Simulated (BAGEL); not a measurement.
**CH3Cl3Si (methyltrichlorosilane) at B3LYP/cc-pVDZ (density fitting with cc-pvqz-jkfit)**

Aim: the energy change on altering one bond length of CH3Cl3Si (methyltrichlorosilane) at B3LYP/cc-pVDZ (density fitting with cc-pvqz-jkfit), from 2 runs. 

Program for the calculation: BAGEL 1.2.2.

## (1) The system as given

CH3Cl3Si has 8 atoms, charge 0, and is taken as a singlet. As SMILES, `C[Si](Cl)(Cl)Cl`. Geometry: relaxed at PBE0-D4/def2-TZVP.

Bond lengths: C1–Si2 1.841 Å, Si2–Cl3 2.039 Å, Si2–Cl4 2.039 Å, Si2–Cl5 2.039 Å, C1–H6 1.092 Å, C1–H7 1.092 Å, C1–H8 1.092 Å. Some angles: C1–Si2–Cl3 110.7°, C1–Si2–Cl4 110.7°, C1–Si2–Cl5 110.6°, Cl3–Si2–Cl4 108.3°, Cl3–Si2–Cl5 108.3°, Cl4–Si2–Cl5 108.3°, Si2–C1–H6 110.0°, Si2–C1–H7 110.0°, Si2–C1–H8 110.0°, H6–C1–H7 109.0°.

## (2) A single-point energy at B3LYP/cc-pVDZ (density fitting with cc-pvqz-jkfit)

Contents of dft.json:

```json
{ "bagel" : [

{
  "title" : "molecule",
  "basis" : "cc-pvdz.json",
  "df_basis" : "cc-pvqz-jkfit",
  "angstrom" : true,
  "geometry" : [
    { "atom" : "C", "xyz" : [   -0.728900,   -0.279600,    0.686100 ] },
    { "atom" : "Si", "xyz" : [    0.568900,    0.197900,   -0.528700 ] },
    { "atom" : "Cl", "xyz" : [    2.360400,   -0.640000,   -0.033600 ] },
    { "atom" : "Cl", "xyz" : [    0.065900,   -0.429500,   -2.402200 ] },
    { "atom" : "Cl", "xyz" : [    0.801200,    2.223000,   -0.573800 ] },
    { "atom" : "H", "xyz" : [   -0.844500,   -1.365200,    0.700800 ] },
    { "atom" : "H", "xyz" : [   -0.448300,    0.061100,    1.684800 ] },
    { "atom" : "H", "xyz" : [   -1.682600,    0.175200,    0.410800 ] }
  ]
},
{ "title" : "ks", "xc_func" : "b3lyp" },
{ "title" : "print", "file" : "orbitals.molden", "orbitals" : true }

]}
```

The basis set cc-pVDZ is read from a file made from the Basis Set Exchange's data (not shown).

Started as:

```sh
BAGEL_NUM_THREADS=1 BAGEL dft.json > dft.out
```

Log:

```text
* using 1 threads per process

  ===============================================================
  ===============================================================

  *** Geometry ***

  { "atom" : "C", "xyz" : [     -1.377421,     -0.528367,      1.296541 ] },
  { "atom" : "Si", "xyz" : [      1.075065,      0.373977,     -0.999098 ] },
  { "atom" : "Cl", "xyz" : [      4.460510,     -1.209425,     -0.063495 ] },
  { "atom" : "Cl", "xyz" : [      0.124533,     -0.811637,     -4.539500 ] },
  { "atom" : "Cl", "xyz" : [      1.514049,      4.200861,     -1.084325 ] },
  { "atom" : "H", "xyz" : [     -1.595874,     -2.579854,      1.324320 ] },
  { "atom" : "H", "xyz" : [     -0.847164,      0.115462,      3.183811 ] },
  { "atom" : "H", "xyz" : [     -3.179653,      0.331080,      0.776299 ] },

  Number of auxiliary basis functions:      851

  Since a DF basis is specified, we compute 2- and 3-index integrals:
    o Being stored without compression. Storage requirement is 0.069 GB

  Number of basis functions:      101
  Number of electrons      :       74

    * METHOD: MOLECULE                             1.00

  *** Kohn-Sham DFT ***

    * Removing 16849 points whose weight is below 1.00e-10
    * Grid points: 102399

  === Nuclear Repulsion ===
   440.2973336455

       - DIIS with orbital gradients will be used.

  === KS iteration (b3lyp / cc-pvdz.json) ===
      0      -1677.47076817          0.07791078           0.72
      1      -1584.42200235          0.15631989           0.68
      2      -1642.62494567          0.08029597           0.69
      3      -1641.71448535          0.17299015           0.73
      4      -1672.52724407          0.18149294           0.75
      5      -1661.26384933          0.21880182           0.69
      6      -1673.86398820          0.18066066           0.70
      7      -1632.13071431          0.17679671           0.64
      8      -1680.95594347          0.08966754           0.77
      9      -1684.67911245          0.13633307           0.68
     10      -1690.75295907          0.12174815           0.67
     11      -1693.80418354          0.10492045           0.67
     12      -1696.92213539          0.09535459           0.80
     13      -1707.44696801          0.05573443           0.70
     14      -1697.33628533          0.10006355           0.67
     15      -1710.06673507          0.01351139           0.77
     16      -1710.12928316          0.01132615           0.73
     17      -1710.23579764          0.00162095           0.82
     18      -1710.23799134          0.00056438           0.81
     19      -1710.23823760          0.00013096           0.78
     20      -1710.23826219          0.00003743           0.77
     21      -1710.23826489          0.00000746           0.82
     22      -1710.23826495          0.00000313           0.68
     23      -1710.23826496          0.00000086           0.69
     24      -1710.23826496          0.00000015           0.68
     25      -1710.23826496          0.00000006           0.64
     26      -1710.23826496          0.00000001           0.71
     27      -1710.23826496          0.00000000           0.74
    * SCF iteration converged.

    * Permanent dipole moment:
           (    0.590434,     0.217523,    -0.552647) a.u.

    * METHOD: KS                                  20.93

    * METHOD: PRINT                                0.01

  ===============================================================
```

It took 23 s on 1 thread of Intel Xeon 6975P-C (Granite Rapids), shared host; peak memory 0.57 GiB.

## (3) The distorted shape, same level

Contents of input.json:

```json
{ "bagel" : [

{
  "title" : "molecule",
  "basis" : "cc-pvdz.json",
  "df_basis" : "cc-pvqz-jkfit",
  "angstrom" : "true",
  "geometry" : [
    { "atom" : "C", "xyz" : [      -0.326503,       0.222316,       2.184889 ] },
    { "atom" : "Si", "xyz" : [       0.971297,       0.699816,       0.970089 ] },
    { "atom" : "Cl", "xyz" : [       2.762797,      -0.138084,       1.465189 ] },
    { "atom" : "Cl", "xyz" : [       0.065900,      -0.429500,      -2.402200 ] },
    { "atom" : "Cl", "xyz" : [       1.203597,       2.724916,       0.924989 ] },
    { "atom" : "H", "xyz" : [      -0.442103,      -0.863284,       2.199589 ] },
    { "atom" : "H", "xyz" : [      -0.045903,       0.563016,       3.183589 ] },
    { "atom" : "H", "xyz" : [      -1.280203,       0.677116,       1.909589 ] }
  ]
},

{ "title" : "ks", "xc_func" : "b3lyp" },

{ "title" : "print", "file" : "orbitals.molden", "orbitals" : "true" }

]}
```

The basis set cc-pVDZ is read from a file made from the Basis Set Exchange's data (not shown).

Started as:

```sh
BAGEL_NUM_THREADS=1 BAGEL input.json > input.out
```

Log:

```text
* using 1 threads per process

  ===============================================================
  ===============================================================

  *** Geometry ***

  { "atom" : "C", "xyz" : [     -0.617001,      0.420116,      4.128842 ] },
  { "atom" : "Si", "xyz" : [      1.835485,      1.322461,      1.833203 ] },
  { "atom" : "Cl", "xyz" : [      5.220930,     -0.260941,      2.768806 ] },
  { "atom" : "Cl", "xyz" : [      0.124533,     -0.811637,     -4.539500 ] },
  { "atom" : "Cl", "xyz" : [      2.274469,      5.149345,      1.747976 ] },
  { "atom" : "H", "xyz" : [     -0.835454,     -1.631370,      4.156621 ] },
  { "atom" : "H", "xyz" : [     -0.086744,      1.063946,      6.016111 ] },
  { "atom" : "H", "xyz" : [     -2.419233,      1.279564,      3.608600 ] },

  Number of auxiliary basis functions:      851

  Since a DF basis is specified, we compute 2- and 3-index integrals:
    o Being stored without compression. Storage requirement is 0.069 GB

  Number of basis functions:      101
  Number of electrons      :       74

    * METHOD: MOLECULE                             0.75

  *** Kohn-Sham DFT ***

    * Removing 15348 points whose weight is below 1.00e-10
    * Grid points: 103900

  === Nuclear Repulsion ===
   377.6722794062

       - DIIS with orbital gradients will be used.

  === KS iteration (b3lyp / cc-pvdz.json) ===
      0      -1673.23714958          0.08399844           1.15
      1      -1618.14355531          0.14541243           0.81
      2      -1646.57625098          0.08497899           0.82
      3      -1615.14528727          0.06208390           0.74
      4      -1688.20666860          0.06667806           0.75
      5      -1691.66130301          0.04942052           0.72
      6      -1689.16577254          0.06648083           0.81
      7      -1700.69124286          0.04174437           0.90
      8      -1701.78156545          0.03448958           0.84
      9      -1604.50185914          0.09396128           0.74
     10      -1661.78621772          0.10598767           0.71
     11      -1709.51979035          0.01818555           0.71
     12      -1709.88131009          0.01016108           0.73
     13      -1710.05425695          0.00351278           0.81
     14      -1709.75411472          0.01093486           0.72
     15      -1710.10069292          0.00147121           0.70
     16      -1710.10186847          0.00134835           0.74
     17      -1710.10152083          0.00134947           0.76
     18      -1710.10173727          0.00132153           0.79
     19      -1710.10254901          0.00112288           0.79
     20      -1710.10477141          0.00052346           0.81
     21      -1710.10533317          0.00003780           0.69
     22      -1710.10533539          0.00001241           0.74
     23      -1710.10533574          0.00000521           0.85
     24      -1710.10533580          0.00000186           0.68
     25      -1710.10533581          0.00000104           0.73
     26      -1710.10533582          0.00000091           0.71
     27      -1710.10533582          0.00000100           0.69
     28      -1710.10533582          0.00000028           0.69
     29      -1710.10533582          0.00000012           0.84
     30      -1710.10533582          0.00000007           0.74
     31      -1710.10533582          0.00000003           0.81
     32      -1710.10533582          0.00000001           0.93
     33      -1710.10533582          0.00000001           0.93
     34      -1710.10533582          0.00000002           0.94
     35      -1710.10533582          0.00000000           0.86
    * SCF iteration converged.

    * Permanent dipole moment:
           (   -0.040005,    -0.570156,    -2.907518) a.u.

    * METHOD: KS                                  29.13

    * METHOD: PRINT                                0.02

  ===============================================================
```

It took 31 s on 1 thread of Intel Xeon 6975P-C (Granite Rapids), shared host; peak memory 0.58 GiB.

## (4) What came out

Level: B3LYP/cc-pVDZ (density fitting with cc-pvqz-jkfit).

```
                                                           quantity           value
                                          first shape: total energy  -1710.23826 Eh
                                         first shape: dipole moment          2.13 D
                                           first shape: HOMO energy        -8.73 eV
                                           first shape: LUMO energy         0.22 eV
                                         first shape: HOMO–LUMO gap         8.95 eV
                                      distorted shape: total energy  -1710.10534 Eh
                                     distorted shape: dipole moment          7.53 D
                                       distorted shape: HOMO energy        -6.68 eV
                                       distorted shape: LUMO energy        -4.85 eV
                                     distorted shape: HOMO–LUMO gap         1.83 eV
energy change with the Si2–Cl4 bond stretched from 2.039 to 3.670 Å        3.617 eV
```

One bond (distorted shape) is far stretched, which a spin-restricted single reference describes badly; a broken-symmetry solution may lie lower. With the Si2–Cl4 bond stretched from 2.039 to 3.670 Å the energy rises by 3.62 eV (349 kJ/mol). The first shape isn't relaxed at this level, so the change isn't measured from a minimum. A restricted reference can't describe the breaking bond well at this length.
